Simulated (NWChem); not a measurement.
# CH5SeSi− (SMILES C[Se][SiH2-]): levels of theory compared

We compute a comparison of 3 runs (HF/STO-3G, HF/3-21G, B3LYP/6-31G*) of CH5SeSi−. 

The calculation is run with NWChem 7.3.0.

### 1 The structure to begin with

CH5SeSi−: 8 atoms, total charge -1, spin state singlet. As SMILES, `C[Se][SiH2-]`. The shape comes from GFN2-xTB, which is rough for such elements, and wasn't checked as a minimum. This is one conformer, not always the lowest.

Bond lengths: C1–Se2 1.950 Å, Se2–Si3 2.390 Å, C1–H4 1.091 Å, C1–H5 1.091 Å, C1–H6 1.091 Å, Si3–H7 1.485 Å, Si3–H8 1.489 Å. Angles: C1–Se2–Si3 91.1°, Se2–C1–H4 108.6°, Se2–C1–H5 108.4°, Se2–C1–H6 109.2°, Se2–Si3–H7 95.1°, Se2–Si3–H8 97.2°, H4–C1–H5 109.6°, H4–C1–H6 109.6°, H5–C1–H6 111.4°, H7–Si3–H8 97.4°.

### 2 Energy and gradient at HF/STO-3G (run 1)

ch5sesi.nw

```
start ch5sesi
memory total 2200 mb
charge -1

geometry units angstroms noautosym nocenter noautoz
C       -0.793650       1.131880      -0.368200
Se       0.154860       0.446080       1.191720
Si       1.092750      -1.332470      -0.100800
H       -1.690990       0.530580      -0.521330
H       -0.140000       1.040530      -1.236500
H       -1.075220       2.170180      -0.189630
H        2.239170      -1.568350       0.812420
H        0.213080      -2.418430       0.412320
end

basis spherical bse
* library STO-3G
end

scf
thresh 1e-08
maxiter 80
print medium
end

task scf gradient
```

Launch:

```sh
$ nwchem ch5sesi.nw > ch5sesi.out
```

Standard output:

```text
[...]
  functions       =    37
[...]
  wavefunction    = RHF
[...]
         Total SCF energy =  -2699.329421937996
      One-electron energy =  -4268.676643875868
      Two-electron energy =   1332.026081976040
 Nuclear repulsion energy =    237.321139961831
        Time for solution =      2.3s
[...]
                         RHF ENERGY GRADIENTS
    atom               coordinates                        gradient
                 x          y          z           x          y          z
   1 C      -1.499781   2.138943  -0.695797   -0.007620   0.005643  -0.023147
   2 Se      0.292643   0.842969   2.252024    0.003102   0.001201   0.007376
   3 Si      2.064998  -2.518003  -0.190484   -0.007645   0.007988   0.006495
   4 H      -3.195508   1.002651  -0.985171   -0.001737  -0.007925   0.006869
   5 H      -0.264562   1.966317  -2.336646    0.009555  -0.005709  -0.000183
   6 H      -2.031871   4.101046  -0.358349    0.001736   0.003286   0.009447
   7 H       4.231418  -2.963752   1.535251    0.014016   0.003550  -0.000337
   8 H       0.402663  -4.570170   0.779172   -0.011408  -0.008034  -0.006520
[...]
```

Wall time 4.2 s (1 thread of Intel Xeon Platinum 8488C (Sapphire Rapids), shared host); peak memory 0.1 GiB.

### 3 Energy and forces at HF/3-21G (run 2)

m1.xyz

```xyz
8

C     -0.793650     1.131880    -0.368200
Se     0.154860     0.446080     1.191720
Si     1.092750    -1.332470    -0.100800
H     -1.690990     0.530580    -0.521330
H     -0.140000     1.040530    -1.236500
H     -1.075220     2.170180    -0.189630
H      2.239170    -1.568350     0.812420
H      0.213080    -2.418430     0.412320
```

run.py

```python
from ase.io import read
from ase.calculators.nwchem import NWChem

molecule = read('m1.xyz')

calc = NWChem(
    label='m1',
    theory='scf',
    memory='2200 mb',
    basis='3-21G',
    basispar='spherical bse',
    charge=-1,
    scf={'nopen': '0', 'rhf': None, 'thresh': '1e-08', 'maxiter': '80', 'print': 'low'},
)
molecule.calc = calc

forces = molecule.get_forces()
print(f"energy = {molecule.get_potential_energy():.6f} eV")
print("forces (eV/A):")
for s, f in zip(molecule.symbols, forces):
    print(f"{s:2s} {f[0]:10.5f} {f[1]:10.5f} {f[2]:10.5f}")
```

Launch:

```sh
$ export ASE_NWCHEM_COMMAND="nwchem PREFIX.nwi > PREFIX.nwo"
$ python run.py
```

Standard output:

```text
energy = -73917.822217 eV
forces (eV/A):
C    -0.63079    0.51952   -0.48923
Se   -0.12418    0.77771    1.08819
Si    0.53546   -0.37111   -1.51083
H     0.24899    0.30421   -0.13586
H    -0.37944    0.17237    0.28601
H     0.00519   -0.22960   -0.22518
H     0.75122   -0.34072    0.62360
H    -0.40644   -0.83242    0.36340
```

The calculator wrote m1.nwi:

```
title "m1"

permanent_dir m1

scratch_dir m1

start m1

geometry units angstrom nocenter noautosym noautoz
  C  -7.9364999999999997e-01 1.1318800000000000e+00 -3.6820000000000003e-01
  Se 1.5486000000000000e-01 4.4607999999999998e-01 1.1917199999999999e+00
  Si 1.0927500000000001e+00 -1.3324700000000000e+00 -1.0080000000000000e-01
  H  -1.6909900000000000e+00 5.3058000000000005e-01 -5.2132999999999996e-01
  H  -1.4000000000000001e-01 1.0405300000000000e+00 -1.2364999999999999e+00
  H  -1.0752200000000001e+00 2.1701800000000002e+00 -1.8962999999999999e-01
  H  2.2391700000000001e+00 -1.5683499999999999e+00 8.1242000000000003e-01
  H  2.1307999999999999e-01 -2.4184299999999999e+00 4.1232000000000002e-01
end

charge -1

memory 2200 mb

basis spherical bse noprint
   * library 3-21G
end

scf
  nopen 0
  rhf
  thresh 1e-08
  maxiter 80
  print low
end

task scf gradient
```

m1.nwo:

```text
Northwest Computational Chemistry Package (NWChem) 7.3.0
             --------------------------------------------------------

           Job information
           ---------------

    nwchem branch   = 7.3.0
    use scalapack   = T
    input           = m1.nwi
    prefix          = m1.
    data base       = m1/m1.db
    status          = startup
    nproc           =        1

           Memory information
           ------------------

    heap     =     72089596 doubles =      550.0 Mbytes
    stack    =     72089601 doubles =      550.0 Mbytes
    global   =    144179200 doubles =     1100.0 Mbytes (distinct from heap & stack)
    total    =    288358397 doubles =     2200.0 Mbytes
    verify   = yes
    hardfail = no

[... 38 lines left out ...]
            Nuclear Dipole moment (a.u.)
[... 71 lines left out ...]
       Final RHF  results
       ------------------

         Total SCF energy =  -2716.429885309771
      One-electron energy =  -4270.677377639930
      Two-electron energy =   1316.926352368329
 Nuclear repulsion energy =    237.321139961831

        Time for solution =      2.9s

                              NWChem Gradients Module
                              -----------------------

                         RHF ENERGY GRADIENTS

    atom               coordinates                        gradient
                 x          y          z           x          y          z
   1 C      -1.499781   2.138943  -0.695797    0.012267  -0.010103   0.009514
   2 Se      0.292643   0.842969   2.252024    0.002415  -0.015124  -0.021162
   3 Si      2.064998  -2.518003  -0.190484   -0.010413   0.007217   0.029381
[... 4 lines of this table left out ...]
   8 H       0.402663  -4.570170   0.779172    0.007904   0.016188  -0.007067

 Task  times  cpu:        4.2s     wall:        4.2s
 Total times  cpu:        4.2s     wall:        4.2s
```

Run time: 5.4 s. Hardware: 1 thread of Intel Xeon Platinum 8488C (Sapphire Rapids), shared host; peak memory 0.1 GiB.

### 4 Energy and gradient at B3LYP/6-31G(d) (Cartesian functions) (run 3)

run.py

```python
from ase import Atoms
from ase.calculators.nwchem import NWChem

system = Atoms(['C', 'Se', 'Si', 'H', 'H', 'H', 'H', 'H'], positions=[
    [-0.793650, 1.131880, -0.368200],
    [0.154860, 0.446080, 1.191720],
    [1.092750, -1.332470, -0.100800],
    [-1.690990, 0.530580, -0.521330],
    [-0.140000, 1.040530, -1.236500],
    [-1.075220, 2.170180, -0.189630],
    [2.239170, -1.568350, 0.812420],
    [0.213080, -2.418430, 0.412320],
])

calc = NWChem(
    label='ch5sesi',
    theory='dft',
    memory='2200 mb',
    basis='6-31G*',
    charge=-1,
    dft={'xc': 'b3lyp', 'mult': '1', 'grid': 'xfine', 'convergence': 'energy 1e-08', 'iterations': '100', 'mulliken': None},
)
system.calc = calc

forces = system.get_forces()
print(f"energy = {system.get_potential_energy():.6f} eV")
print("forces (eV/A):")
for s, f in zip(system.symbols, forces):
    print(f"{s:2s} {f[0]:10.5f} {f[1]:10.5f} {f[2]:10.5f}")
print("dipole (e A):", system.get_dipole_moment().round(4))
```

Launch:

```sh
$ export ASE_NWCHEM_COMMAND="nwchem PREFIX.nwi > PREFIX.nwo"
$ python run.py
```

Standard output:

```text
energy = -74339.542522 eV
forces (eV/A):
C    -0.35049    0.28801   -0.15385
Se    0.25973    0.01599    0.54230
Si    0.09266    0.39101   -1.04659
H    -0.11585    0.04880   -0.17046
H    -0.03754    0.07209   -0.06870
H    -0.12079    0.20548   -0.10094
H     0.59403   -0.29141    0.60580
H    -0.32180   -0.72994    0.39240
dipole (e A): [-0.7841  0.653  -0.3987]
```

The calculator wrote ch5sesi.nwi:

```
title "ch5sesi"

permanent_dir ch5sesi

scratch_dir ch5sesi

start ch5sesi

geometry units angstrom nocenter noautosym noautoz
  C  -7.9364999999999997e-01 1.1318800000000000e+00 -3.6820000000000003e-01
  Se 1.5486000000000000e-01 4.4607999999999998e-01 1.1917199999999999e+00
  Si 1.0927500000000001e+00 -1.3324700000000000e+00 -1.0080000000000000e-01
  H  -1.6909900000000000e+00 5.3058000000000005e-01 -5.2132999999999996e-01
  H  -1.4000000000000001e-01 1.0405300000000000e+00 -1.2364999999999999e+00
  H  -1.0752200000000001e+00 2.1701800000000002e+00 -1.8962999999999999e-01
  H  2.2391700000000001e+00 -1.5683499999999999e+00 8.1242000000000003e-01
  H  2.1307999999999999e-01 -2.4184299999999999e+00 4.1232000000000002e-01
end

charge -1

memory 2200 mb

basis noprint
   * library 6-31G*
end

dft
  xc b3lyp
  mult 1
  grid xfine
  convergence energy 1e-08
  iterations 100
  mulliken
end

task dft gradient
```

ch5sesi.nwo:

```text
Northwest Computational Chemistry Package (NWChem) 7.3.0
             --------------------------------------------------------

           Job information
           ---------------

    nwchem branch   = 7.3.0
    use scalapack   = T
    input           = ch5sesi.nwi
    prefix          = ch5sesi.
    data base       = ch5sesi/ch5sesi.db
    status          = startup
    nproc           =        1

           Memory information
           ------------------

    heap     =     72089596 doubles =      550.0 Mbytes
    stack    =     72089601 doubles =      550.0 Mbytes
    global   =    144179200 doubles =     1100.0 Mbytes (distinct from heap & stack)
    total    =    288358397 doubles =     2200.0 Mbytes
    verify   = yes
    hardfail = no

[... 107 lines left out ...]
  convergence criterion.
[... 41 lines left out ...]
          Spatial weights used:  Erf1
[... 76 lines left out ...]
         Total DFT energy =    -2731.927820763526
[... 3 lines left out ...]
 Nuclear repulsion energy =      237.321139961831
[... 625 lines left out ...]
          Convergence on gradient requested:  5.00D-04
[... 28 lines left out ...]
          total energy or number of iterations.
[... 26 lines left out ...]
                         DFT ENERGY GRADIENTS

    atom               coordinates                        gradient
                 x          y          z           x          y          z
   1 C      -1.499781   2.138943  -0.695797    0.006816  -0.005601   0.002992
   2 Se      0.292643   0.842969   2.252024   -0.005051  -0.000311  -0.010546
   3 Si      2.064998  -2.518003  -0.190484   -0.001802  -0.007604   0.020353
[... 4 lines of this table left out ...]
   8 H       0.402663  -4.570170   0.779172    0.006258   0.014195  -0.007631

                 ----------------------------------------
                 |  Time  |  1-e(secs)   |  2-e(secs)   |
                 ----------------------------------------
                 |  CPU   |       0.01   |       8.29   |
                 ----------------------------------------
                 |  WALL  |       0.01   |       8.29   |
                 ----------------------------------------

 Task  times  cpu:       41.2s     wall:       41.2s
 Total times  cpu:       41.2s     wall:       41.2s
```

Run time: 42 s. Hardware: 1 thread of Intel Xeon Platinum 8488C (Sapphire Rapids), shared host; peak memory 0.14 GiB.

### 5 The series

```tsv
run	level	Cartesian functions	iteration cap	energy (Eh)	HOMO energy (eV)	LUMO energy (eV)	HOMO–LUMO gap (eV)	wall time
1	HF/STO-3G	no	80	-2699.329422	1.96	16.46	14.50	4.2 s
2	HF/3-21G	no	80	-2716.429885	–	–	–	5.4 s
3	B3LYP/6-31G* (Cartesian functions)	yes	100	-2731.927821	0.26	4.99	4.73	42 s
```

### 6 Outcome

| quantity | value |
| --- | --- |
| run 3: total energy | -2731.92782 Eh |
| run 3: HOMO energy | 0.26 eV |
| run 3: LUMO energy | 4.99 eV |
| run 3: HOMO–LUMO gap (to an unbound level, set by the basis) | 4.73 eV |
| run 3: largest force on an atom | 1.121 eV/Å |

In words: In runs 1, 3 the HOMO lies above zero, so the outermost electron may be held by the basis alone. In run 1 the basis is minimal, so the values are rough. All runs together took 52 s, the longest 42 s.
